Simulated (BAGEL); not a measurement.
# [CH3BF3]− (SMILES F[BH2-]C(F)F): PBE0/cc-pVDZ (density fitting with qzvpp-jkfit)

Aim: the energy change on altering one bond length of [CH3BF3]− at PBE0/cc-pVDZ (density fitting with qzvpp-jkfit), from 2 runs. 

Program for the calculation: BAGEL 1.2.2.

2 further runs of the same task are left out: 1 that didn't finish, 1 set aside as unsound or not needed.

## (1) The system as given

[CH3BF3]−: 8 atoms, total charge -1, spin state singlet. As SMILES, `F[BH2-]C(F)F`. The coordinates come from a GFN2-xTB relaxation. This is one conformer, not always the lowest.

Bond lengths: F1–B2 1.442 Å, B2–C3 1.656 Å, C3–F4 1.388 Å, C3–F5 1.388 Å, B2–H6 1.209 Å, B2–H7 1.205 Å, C3–H8 1.103 Å. Some angles: F1–B2–C3 106.0°, B2–C3–F4 115.8°, B2–C3–F5 114.2°, F4–C3–F5 102.8°, F1–B2–H6 108.4°, F1–B2–H7 109.0°, C3–B2–H6 108.3°, C3–B2–H7 111.4°, B2–C3–H8 112.6°, F4–C3–H8 105.0°.

## (2) The energy at PBE0/cc-pVDZ (density fitting with qzvpp-jkfit)

File input.json:

```json
{ "bagel" : [

{
  "title" : "molecule",
  "basis" : "cc-pvdz.json",
  "df_basis" : "qzvpp-jkfit",
  "angstrom" : true,
  "geometry" : [
    { "atom" : "F", "xyz" : [   -1.633040,    0.706210,   -0.580040 ] },
    { "atom" : "B", "xyz" : [   -0.248210,    0.816850,   -0.195400 ] },
    { "atom" : "C", "xyz" : [    0.241110,   -0.716820,    0.191930 ] },
    { "atom" : "F", "xyz" : [    0.814980,   -1.447410,   -0.839610 ] },
    { "atom" : "F", "xyz" : [    1.210940,   -0.771220,    1.183550 ] },
    { "atom" : "H", "xyz" : [   -0.181630,    1.499560,    0.800740 ] },
    { "atom" : "H", "xyz" : [    0.382650,    1.258210,   -1.122300 ] },
    { "atom" : "H", "xyz" : [   -0.586800,   -1.345380,    0.561130 ] }
  ]
},
{
  "title" : "ks",
  "xc_func" : "pbe0",
  "charge" : -1
},
{
  "title" : "print",
  "file" : "orbitals.molden",
  "orbitals" : true
}

]}
```

The basis set cc-pVDZ is read from a file made from the Basis Set Exchange's data (not shown).

Command:

```bash
$ BAGEL_NUM_THREADS=1 BAGEL input.json > input.out
```

The log of the run:

```text
* using 1 threads per process

  ===============================================================
  ===============================================================

  *** Geometry ***

  { "atom" : "F", "xyz" : [     -3.085998,      1.334543,     -1.096117 ] },
  { "atom" : "B", "xyz" : [     -0.469049,      1.543623,     -0.369252 ] },
  { "atom" : "C", "xyz" : [      0.455632,     -1.354593,      0.362695 ] },
  { "atom" : "F", "xyz" : [      1.540089,     -2.735208,     -1.586633 ] },
  { "atom" : "F", "xyz" : [      2.288345,     -1.457395,      2.236585 ] },
  { "atom" : "H", "xyz" : [     -0.343231,      2.833758,      1.513179 ] },
  { "atom" : "H", "xyz" : [      0.723104,      2.377672,     -2.120840 ] },
  { "atom" : "H", "xyz" : [     -1.108891,     -2.542400,      1.060382 ] },

  Number of auxiliary basis functions:      435

  Since a DF basis is specified, we compute 2- and 3-index integrals:
    o Being stored without compression. Storage requirement is 0.025 GB

  Number of basis functions:       85
  Number of electrons      :       41

    * METHOD: MOLECULE                             0.19

  *** Kohn-Sham DFT ***

    * Removing 14795 points whose weight is below 1.00e-10
    * Grid points: 104453

  === Nuclear Repulsion ===
   171.0395920757

       - DIIS with orbital gradients will be used.

  === KS iteration (pbe0 / cc-pvdz.json) ===
      0       -330.79307663          0.10505873           0.30
      1       -271.00370016          0.18542077           0.29
      2       -250.39490878          0.20150681           0.29
      3       -346.77894405          0.10072293           0.30
      4       -349.06302729          0.12143464           0.30
      5       -363.73289149          0.01875228           0.30
      6       -363.99446557          0.00497054           0.30
      7       -363.99293681          0.00462368           0.29
      8       -364.00966282          0.00131551           0.30
      9       -364.01058979          0.00060273           0.30
     10       -364.01085714          0.00012569           0.30
     11       -364.01086953          0.00004093           0.30
     12       -364.01087069          0.00001011           0.30
     13       -364.01087076          0.00000285           0.31
     14       -364.01087077          0.00000069           0.31
     15       -364.01087077          0.00000051           0.31
     16       -364.01087077          0.00000005           0.31
     17       -364.01087077          0.00000004           0.31
     18       -364.01087077          0.00000001           0.30
    * SCF iteration converged.

    * Permanent dipole moment:
           (   -0.278534,     1.280604,    -0.307217) a.u.

    * METHOD: KS                                   6.29

    * METHOD: PRINT                                0.02

  ===============================================================
```

Run time: 6.6 s. Hardware: 1 thread of Arm Neoverse V1, shared host; peak memory 0.42 GiB.

## (3) The distorted shape at the same level

File calc.json:

```json
{ "bagel": [

{
  "title": "molecule",
  "basis": "cc-pvdz.json",
  "df_basis": "qzvpp-jkfit",
  "angstrom": true,
  "geometry": [
    { "atom": "F", "xyz": [   -2.137714,    0.353132,    0.161460 ] },
    { "atom": "B", "xyz": [   -0.752884,    0.463772,    0.546100 ] },
    { "atom": "C", "xyz": [   -0.263564,   -1.069898,    0.933430 ] },
    { "atom": "F", "xyz": [    0.310306,   -1.800488,   -0.098110 ] },
    { "atom": "F", "xyz": [    0.706266,   -1.124298,    1.925050 ] },
    { "atom": "H", "xyz": [   -0.686304,    1.146482,    1.542240 ] },
    { "atom": "H", "xyz": [    0.382650,    1.258210,   -1.122300 ] },
    { "atom": "H", "xyz": [   -1.091474,   -1.698458,    1.302630 ] }
  ]
},
{ "title": "ks", "xc_func": "pbe0", "charge": -1 },
{ "title": "print", "file": "orbitals.molden", "orbitals": true }

]}
```

The basis set cc-pVDZ is read from a file made from the Basis Set Exchange's data (not shown).

Command:

```bash
$ BAGEL_NUM_THREADS=1 BAGEL calc.json > calc.out
```

The log of the run:

```text
* using 1 threads per process

  ===============================================================
  ===============================================================

  *** Geometry ***

  { "atom" : "F", "xyz" : [     -4.039694,      0.667323,      0.305115 ] },
  { "atom" : "B", "xyz" : [     -1.422745,      0.876402,      1.031979 ] },
  { "atom" : "C", "xyz" : [     -0.498064,     -2.021814,      1.763927 ] },
  { "atom" : "F", "xyz" : [      0.586393,     -3.402429,     -0.185401 ] },
  { "atom" : "F", "xyz" : [      1.334649,     -2.124615,      3.637817 ] },
  { "atom" : "H", "xyz" : [     -1.296927,      2.166537,      2.914411 ] },
  { "atom" : "H", "xyz" : [      0.723104,      2.377672,     -2.120840 ] },
  { "atom" : "H", "xyz" : [     -2.062587,     -3.209620,      2.461614 ] },

  Number of auxiliary basis functions:      435

  Since a DF basis is specified, we compute 2- and 3-index integrals:
    o Being stored without compression. Storage requirement is 0.025 GB

  Number of basis functions:       85
  Number of electrons      :       41

    * METHOD: MOLECULE                             0.19

  *** Kohn-Sham DFT ***

    * Removing 13945 points whose weight is below 1.00e-10
    * Grid points: 105303

  === Nuclear Repulsion ===
   168.4917247754

       - DIIS with orbital gradients will be used.

  === KS iteration (pbe0 / cc-pvdz.json) ===
      0       -331.12788751          0.10432695           0.31
      1       -273.03982903          0.18142232           0.29
      2       -283.22866009          0.18464548           0.31
      3       -346.00276851          0.10055276           0.30
      4       -349.07446290          0.12465569           0.31
      5       -363.75919864          0.01549899           0.31
      6       -363.90804054          0.00569598           0.30
      7       -363.91244476          0.00475266           0.30
      8       -363.93011235          0.00135348           0.31
      9       -363.93056036          0.00104966           0.31
     10       -363.93137376          0.00008035           0.30
     11       -363.93137796          0.00003313           0.30
     12       -363.93137863          0.00000972           0.31
     13       -363.93137870          0.00000245           0.31
     14       -363.93137870          0.00000168           0.31
     15       -363.93137870          0.00000034           0.30
     16       -363.93137870          0.00000012           0.31
     17       -363.93137870          0.00000004           0.30
     18       -363.93137870          0.00000001           0.30
     19       -363.93137870          0.00000000           0.30
    * SCF iteration converged.

    * Permanent dipole moment:
           (    0.412837,     1.859845,    -1.319761) a.u.

    * METHOD: KS                                   6.67

    * METHOD: PRINT                                0.02

  ===============================================================
```

It took 7.2 s on 1 thread of Arm Neoverse V1, shared host; peak memory 0.42 GiB.

## (4) Summary of results

At PBE0/cc-pVDZ (density fitting with qzvpp-jkfit):

| quantity | value |
| --- | --- |
| first shape: total energy | -364.01087 Eh |
| first shape: HOMO energy | -1.76 eV |
| first shape: LUMO energy | 7.70 eV |
| first shape: HOMO–LUMO gap (to an unbound level, set by the basis) | 9.46 eV |
| distorted shape: total energy | -363.93138 Eh |
| distorted shape: HOMO energy | -0.83 eV |
| distorted shape: LUMO energy | 5.31 eV |
| distorted shape: HOMO–LUMO gap (to an unbound level, set by the basis) | 6.13 eV |
| energy change with the B2–H7 bond stretched from 1.205 to 2.169 Å | 2.163 eV |

What this shows: With the B2–H7 bond stretched from 1.205 to 2.169 Å the energy rises by 2.16 eV (209 kJ/mol). The first shape isn't relaxed at this level, so the change isn't measured from a minimum.
